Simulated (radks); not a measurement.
**Taking charge from the 5s level of Sm³⁺ in fractions**

What happens to E and to the 5s eigenvalue of Sm³⁺ when a fraction of an electron is removed? The exact functional would give straight lines between whole numbers for a frontier level.

Method: scalar-relativistic Kohn-Sham, BLYP, spin-unpolarised, spherical densities, finite nucleus. Code: radks (a radial shooting solver on a logarithmic mesh, Libxc functionals) version 1.

**1. The system**

| Property | Result |
| --- | --- |
| element | samarium (Z = 62) |
| charge | +3 |
| electrons | 59 |
| configuration | [Xe] 4f5 |
| nuclear rms radius | 5.0819 fm |

Outer shells as boxes (Hund's rule):

Sm³⁺
```
[Xe] core
4f [↑ ][↑ ][↑ ][↑ ][↑ ][  ][  ]
```

**2. Start: [Xe] 4f5**

The run's settings:

```text
Z 62
configuration [Xe] 4f5
relativity scalar-relativistic
functional b88,lyp
spin unpolarised
nucleus finite rms 5.0819 fm
c 137.035999084
```

**3. 0.1 electron removed from 5s**

Input: that of step 2 with these lines changed.

```diff
@@ -1,3 +1,3 @@
 Z 62
-configuration [Xe] 4f5
+configuration [Kr] 4d10 4f5 5s1.9 5p6
 relativity scalar-relativistic
```

**4. 0.2 electron removed from 5s**

The run's settings:

```text
Z 62
configuration [Kr] 4d10 4f5 5s1.8 5p6
relativity scalar-relativistic
functional b88,lyp
spin unpolarised
nucleus finite rms 5.0819 fm
c 137.035999084
```

**5. 0.3 electron removed from 5s**

The run's settings:

```text
Z 62
configuration [Kr] 4d10 4f5 5s1.7 5p6
relativity scalar-relativistic
functional b88,lyp
spin unpolarised
nucleus finite rms 5.0819 fm
c 137.035999084
```

**6. 0.4 electron removed from 5s**

The run's settings:

```text
Z 62
configuration [Kr] 4d10 4f5 5s1.6 5p6
relativity scalar-relativistic
functional b88,lyp
spin unpolarised
nucleus finite rms 5.0819 fm
c 137.035999084
```

**7. 0.5 electron removed from 5s**

The run's settings:

```text
Z 62
configuration [Kr] 4d10 4f5 5s1.5 5p6
relativity scalar-relativistic
functional b88,lyp
spin unpolarised
nucleus finite rms 5.0819 fm
c 137.035999084
```

**8. 0.6 electron removed from 5s**

The run's settings:

```text
Z 62
configuration [Kr] 4d10 4f5 5s1.4 5p6
relativity scalar-relativistic
functional b88,lyp
spin unpolarised
nucleus finite rms 5.0819 fm
c 137.035999084
```

**9. 0.7 electron removed from 5s**

The run's settings:

```text
Z 62
configuration [Kr] 4d10 4f5 5s1.3 5p6
relativity scalar-relativistic
functional b88,lyp
spin unpolarised
nucleus finite rms 5.0819 fm
c 137.035999084
```

**10. 0.8 electron removed from 5s**

The run's settings:

```text
Z 62
configuration [Kr] 4d10 4f5 5s1.2 5p6
relativity scalar-relativistic
functional b88,lyp
spin unpolarised
nucleus finite rms 5.0819 fm
c 137.035999084
```

**11. 0.9 electron removed from 5s**

The run's settings:

```text
Z 62
configuration [Kr] 4d10 4f5 5s1.1 5p6
relativity scalar-relativistic
functional b88,lyp
spin unpolarised
nucleus finite rms 5.0819 fm
c 137.035999084
```

**12. 1 electron removed from 5s**

The run's settings:

```text
Z 62
configuration [Kr] 4d10 4f5 5s1 5p6
relativity scalar-relativistic
functional b88,lyp
spin unpolarised
nucleus finite rms 5.0819 fm
c 137.035999084
```

**Question.** What will these runs give? Wanted: for each run, removed; E − E(0); eigenvalue; E minus straight line.

**Answer**, as computed:

```
removed (e)  E − E(0) (eV)  eigenvalue (eV)  E minus straight line (eV)
          0          0.000          -70.885                       0.000
        0.1          7.157          -72.327                      -0.659
        0.2         14.459          -73.777                      -1.173
        0.3         21.907          -75.234                      -1.542
        0.4         29.500          -76.697                      -1.765
        0.5         37.240          -78.168                      -1.841
        0.6         45.127          -79.644                      -1.770
        0.7         53.162          -81.127                      -1.551
        0.8         61.346          -82.617                      -1.183
        0.9         69.679          -84.113                      -0.667
          1         78.162          -85.614                       0.000
```

In words: Removing the whole electron costs 78.162 eV, against 70.885 eV from minus the starting eigenvalue. Slater's transition state, half an electron removed, gives 78.168 eV. The trapezoid integral of minus the eigenvalue gives 78.195 eV over the range, against 78.162 eV from the energies (Janak's theorem; approximate here, since the scalar-relativistic density holds large components alone). The eigenvalue moves by 14.7 eV per electron. E bends below the straight line by 1.84 eV at 0.5 electron removed.
